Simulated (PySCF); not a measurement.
# RhH₂⁺: relaxation and vibrations of the quintet

The task is one start of a wider search on RhH₂⁺: the quintet, from a linear start. It is relaxed, tested by its Hessian and followed downhill if it is a saddle.

Method: PBE0, basis Rh def2-TZVP with ECP28, H def2-TZVP, scalar-relativistic core potentials, no spin–orbit coupling, density fitting; program: PySCF 2.14.0.

## (1) Starting geometry

3 atoms, charge 1, spin multiplicity 5.

Bond lengths: Rh1–H2 1.539 Å, Rh1–H3 1.539 Å. Angles: H2–Rh1–H3 180.0°.

```xyz
3
charge 1 multiplicity 5
Rh    0.0000    0.0000    0.0000
H     0.0000    0.0000    1.5386
H     0.0000    0.0000   -1.5386
```

## (2) First SCF at the start

The steps below are one call of a driver around PySCF. For each, scf.py gives the equivalent set-up of the SCF; relaxations use the driver's own optimiser. After this first run the driver tries any further starts and a stability analysis.

Input file scf.py:

```python
from pyscf import gto, scf, dft
mol = gto.M(atom='''
Rh     0.000000     0.000000     0.000000
H      0.000000     0.000000     1.538600
H      0.000000     0.000000    -1.538600''',
    basis={'Rh': 'def2-TZVP', 'H': 'def2-TZVP'},
    ecp={'Rh': 'def2-TZVP'},
    charge=1, spin=4)
mf = dft.UKS(mol, xc='PBE0')
mf.grids.atom_grid = (50, 194)
aux = {'Rh': 'def2-universal-JKFIT', 'H': 'def2-universal-JKFIT'}
mf = mf.density_fit(auxbasis=aux)
mf.conv_tol = 1e-08
mf.diis_space = 10
mf.max_cycle = 60
mf.init_guess = 'minao'
mf.verbose = 4
mf.kernel()
```

Launch:

```
$ OMP_NUM_THREADS=2 python axn.py task.json out
```

After this run come: Relaxation: linear start, quintet; Frequencies.

**Question.** What will these runs give? Wanted: minimum; geometry; wavenumbers; dipole moment; highest occupied, lowest empty level; polar-tensor charge of Rh1; zero-point energy; ⟨S²⟩.

The runs gave:

```
                                          quantity                             value
                                           minimum                      quintet, D∞h
                                          geometry  Rh–H 1.746 Å (×2); H–Rh–H 180.0°
                                wavenumbers (cm⁻¹)               191, 191, 681, 1460
                    dipole moment (centre of mass)                            0.00 D
highest occupied, lowest empty level (either spin)                 -15.07, -11.29 eV
                        polar-tensor charge of Rh1                           +0.40 e
                                 zero-point energy                       15.1 kJ/mol
                               entropy at 298.15 K                   238.8 J/(mol K)
                                              ⟨S²⟩                             6.010
```

In words: The molecule stays D∞h, as typed, and the end point is a minimum. The strongest infrared band lies at 681 cm⁻¹ (stretch). Most of the spin sits on Rh1 (Mulliken spin 2.89, against 4 for the whole molecule). The first SCF alone would have been 17 kJ/mol too high. Other starts or spin states, not run here, may lie lower. The SCF density has lower symmetry than the nuclear frame. Open d and f shells are described by one determinant, and the ground state may have another occupation or spin.
